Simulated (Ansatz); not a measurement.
# SrO: how the settings move a single-point run

How sensitive is a single-point run of SrO to its settings? A reference run comes first, then one run with altered input.

The COD entry's cell or inner coordinates are ideal or old and differ from later refinements, so a difference from it is no clean test against experiment.

Computed with Ansatz 0.2.0 (reference: DFT, r2SCAN, PAW with Ansatz's default frozen-core files, scalar-relativistic; levels and slopes on a fine mesh, independent-particle optical spectra, unless a step's input says otherwise).

## (1) The system as given

It takes space group Fm-3m (No. 225, cubic). The conventional cell has a = 5.161 Å, b = 5.161 Å, c = 5.161 Å, α = 90.00°, β = 90.00°, γ = 90.00°. Sr (site symmetry m-3m) has 6 O at 2.58 Å as nearest neighbours. O (site symmetry m-3m) has 6 Sr at 2.58 Å as nearest neighbours.

As a file:

```
Sr O
1.0
     0.00000    2.58031    2.58031
     2.58031    0.00000    2.58031
     2.58031    2.58031    0.00000
Sr O
1 1
Direct
  0.50000 0.50000 0.50000
  0.00000 0.00000 0.00000
```

## (2) The reference run

File input.yaml:

```yaml
crystal:
  lattice:
    - [0.0, 2.58031477776, 2.58031477776]
    - [2.58031477776, 0.0, 2.58031477776]
    - [2.58031477776, 2.58031477776, 0.0]
  atoms:
    - { symbol: Sr, position: [0.5, 0.5, 0.5] }
    - { symbol: O, position: [0.0, 0.0, 0.0] }
kpoints:
  mp_grid: { grid: [8, 8, 8] }
scf:
  occupations: { method: fixed }
hamiltonian:
  xc: r2scan
  pseudopotentials: { kind: paw }
output:
  forces: true
  stress: true
  eigenvalues: true
  eigenstates:
    nscf_kmesh: { grid: [14, 14, 14] }
    de_dk: true
    e_range: [-9, 13.7995115381]
  optics:
    e_range: [0, 25]
    de: 0.2
    sigma: 0.15
    bands: { spectra_wanted_up_to: 25 }
    nscf_kmesh: { grid: [14, 14, 14] }
checkpoint:
  write: ck
  write_wavefunctions: false
```

Launch:

```sh
$ ansatz run input.yaml --threads 1 --pin off --max-ram 3072MiB --backend cpu --events-out ev --progress --plain --runs-dir out
```

## (3) Changing settings: eigensolver.kind davidson, ecutwfc 700 eV

Edit input.yaml of step 2 so:

```diff
@@ -12,2 +12,3 @@
   occupations: { method: fixed }
+  eigensolver: { kind: davidson }
 hamiltonian:
@@ -32 +33,3 @@
   write_wavefunctions: false
+basis:
+  ecutwfc: "700 eV"
```

Q: Predict the outcome of this session. Wanted: for each run, ending; energy change; pressure; gap; force.

The runs gave:

| run | ending | energy change | pressure (GPa) | gap (eV) | force (eV/Å) | cycles | time |
| --- | --- | --- | --- | --- | --- | --- | --- |
| reference | converged | 0 | 0.0 | 3.80 | 0.00 | - | 26 s |
| 1: eigensolver.kind davidson, ecutwfc 700 eV | converged | -2.3 meV/atom | 0.0 | 3.80 | 0.00 | 9 | 40 s |

Residual by cycle in the longest SCF loop of each run; runs are numbered as in the table. The quantity is the density residual dr2, in eV.

```csv
cycle,reference,run 1
1,0.032,0.0302
2,0.0143,0.0117
3,0.00101,0.00109
4,7.9e-5,1.0e-4
5,2.6e-6,4.6e-6
6,1.8e-7,1.4e-7
7,1.1e-8,1.3e-8
8,8.5e-11,7.1e-11
9,9.7e-13,2.0e-12
```

What this shows: Changing the solver and cutoff moves the energy by -2.3 meV/atom.

The gaps are Kohn-Sham values of a semilocal functional, not quasiparticle or optical gaps. Such gaps usually fall short of the measured ones.
